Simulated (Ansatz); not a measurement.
**C₂H₇BO₂: a ladder of functionals and wavefunction methods**

The task here is to estimate one member of a computed series from the others.

The runs use Ansatz 0.2.0, Gaussian basis; functionals in def2-TZVPP, the program's frozen cores in correlated methods.

Levels to be run: PBE-D4, r2SCAN-D4, PBE0-D4, B3LYP-D4, ωB97X-V, ωB97M-V, B2PLYP; CCSD(T)/def2-TZVPP; MP2/def2-QZVPP; extrapolation to the limit.

## The relaxed structure

An earlier PBE0-D4 in a triple-zeta def2 set relaxation fixed the geometry.

SMILES `BCOCO`, 12 atoms, charge 0, spin multiplicity 1.

Atoms are counted from 1 here; the program's logs count them from 0.

Bond lengths: B1–C2 1.544 Å, B1–H6 1.197 Å, B1–H7 1.194 Å, C2–O3 1.413 Å, C2–H8 1.107 Å, C2–H9 1.105 Å, O3–C4 1.391 Å, C4–O5 1.398 Å, C4–H10 1.095 Å, C4–H11 1.097 Å, O5–H12 0.962 Å. Angles: C2–B1–H6 117.6°, C2–B1–H7 122.3°, H6–B1–H7 120.2°, B1–C2–O3 114.9°, B1–C2–H8 106.3°, B1–C2–H9 109.8°, O3–C2–H8 110.8°, O3–C2–H9 110.6°, H8–C2–H9 103.8°, C2–O3–C4 113.5°, O3–C4–O5 113.3°, O3–C4–H10 105.5°, O3–C4–H11 111.1°, O5–C4–H10 111.8°, O5–C4–H11 105.3°, H10–C4–H11 109.9°, C4–O5–H12 108.0°.

Set-up of the first run:

File in.yaml:

```yaml
crystal:
  periodic: [false, false, false]
  atoms:
    - {symbol: B, position_ang: [-1.215824, 1.130703, 1.412915]}
    - {symbol: C, position_ang: [-0.555110, 0.007485, 0.585556]}
    - {symbol: O, position_ang: [0.720767, 0.322918, 0.066681]}
    - {symbol: C, position_ang: [1.239718, -0.661647, -0.768332]}
    - {symbol: O, position_ang: [0.537099, -0.794267, -1.969638]}
    - {symbol: H, position_ang: [-2.264404, 0.889001, 1.937037]}
    - {symbol: H, position_ang: [-0.728834, 2.216139, 1.517673]}
    - {symbol: H, position_ang: [-1.262345, -0.233440, -0.230767]}
    - {symbol: H, position_ang: [-0.514171, -0.922385, 1.181986]}
    - {symbol: H, position_ang: [2.284431, -0.381448, -0.937931]}
    - {symbol: H, position_ang: [1.189522, -1.648921, -0.292177]}
    - {symbol: H, position_ang: [0.646154, 0.020662, -2.468906]}
basis:
  gaussian: {orbitals: def2-TZVPP}
hamiltonian: {xc: pbe, dispersion: d4}
output: {forces: true, orbitals: {seedname: orbitals}}
```

Run with:

```
> ansatz run in.yaml --threads 4 --pin off --events-out ev --progress --plain --max-ram 10444MiB
```

Steps of the session up to this table: PBE-D4 (GGA); r2SCAN-D4 (meta-GGA); PBE0-D4 (hybrid); B3LYP-D4 (hybrid); ωB97X-V (range-separated); ωB97M-V (range-separated); B2PLYP (double hybrid); CCSD(T) in def2-TZVPP; MP2 in def2-QZVPP.

One table of the session follows, with a row left open; its other results are not shown here.

```
            method  atomisation energy (kcal/mol)
            PBE-D4                         1100.6
         r2SCAN-D4                         1079.6
           PBE0-D4                         1078.1
          B3LYP-D4                         1076.5
           ωB97X-V                         1077.8
           ωB97M-V                              ?
            B2PLYP                         1065.7
     HF/def2-TZVPP                          778.0
    MP2/def2-TZVPP                         1067.2
   CCSD/def2-TZVPP                         1032.4
CCSD(T)/def2-TZVPP                         1047.6
           MP2/CBS                         1093.7
       CCSD(T)/CBS                         1074.0
```

Q: Estimate the row for ωB97M-V from the others.

**Answer.** atomisation energy (kcal/mol): 1080.0. In the column «atomisation energy (kcal/mol)» it lies between r2SCAN-D4 (1079.6) and MP2/CBS (1093.7).
